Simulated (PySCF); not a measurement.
# C7H9NOS: the cost of one run

Programs: PySCF 2.14.0, with routines of our own; each step states its level. All values are computed. Atoms count from 0.

### 1 The system as given

19 atoms, charge 0, multiplicity 1; geometry from: GFN2-xTB.

### 2 Vibronic structure: TDA CAM-B3LYP/def2-SVP

The job: settings as JSON, then the geometry in Å.

```
{"job": {"kind": "vib", "xc": "CAM-B3LYP", "basis": "def2-SVP", "tda": true}, "charge": 0, "multiplicity": 1}
C     -2.191512     0.786755    -0.473067
N     -1.341217    -0.240028     0.082087
C     -1.925457    -1.230805     0.951872
C      0.010872    -0.101292     0.013633
C      0.644377     0.890598    -0.667963
C      2.063642     1.084027    -0.826854
O      2.516974     2.027493    -1.469032
C      2.955896     0.110861    -0.190610
C      2.554609    -0.928911     0.539843
S      0.909392    -1.343045     0.881099
H     -2.033329     1.751227     0.019694
H     -3.231056     0.497286    -0.345433
H     -1.997299     0.903863    -1.540825
H     -1.737778    -1.008310     2.008118
H     -1.511873    -2.217623     0.732468
H     -2.999336    -1.267939     0.788328
H      0.052329     1.641098    -1.168660
H      4.012558     0.280641    -0.341578
H      3.238406    -1.626648     0.999418
```

Level: TDA CAM-B3LYP/def2-SVP vertical-gradient vibronic structure (displaced harmonic oscillators, Condon), gas phase.

On the command line:

```
> OMP_NUM_THREADS=1 python excited_run.py task.json out
```

One launch serves the whole session: the jobs run in the order shown.

Q: Estimate the wall time and peak memory of this first job on 1 thread of Intel Xeon Platinum 8375C at 2.90GHz, shared host.

About 80 s, with a peak of 1.2 GiB.
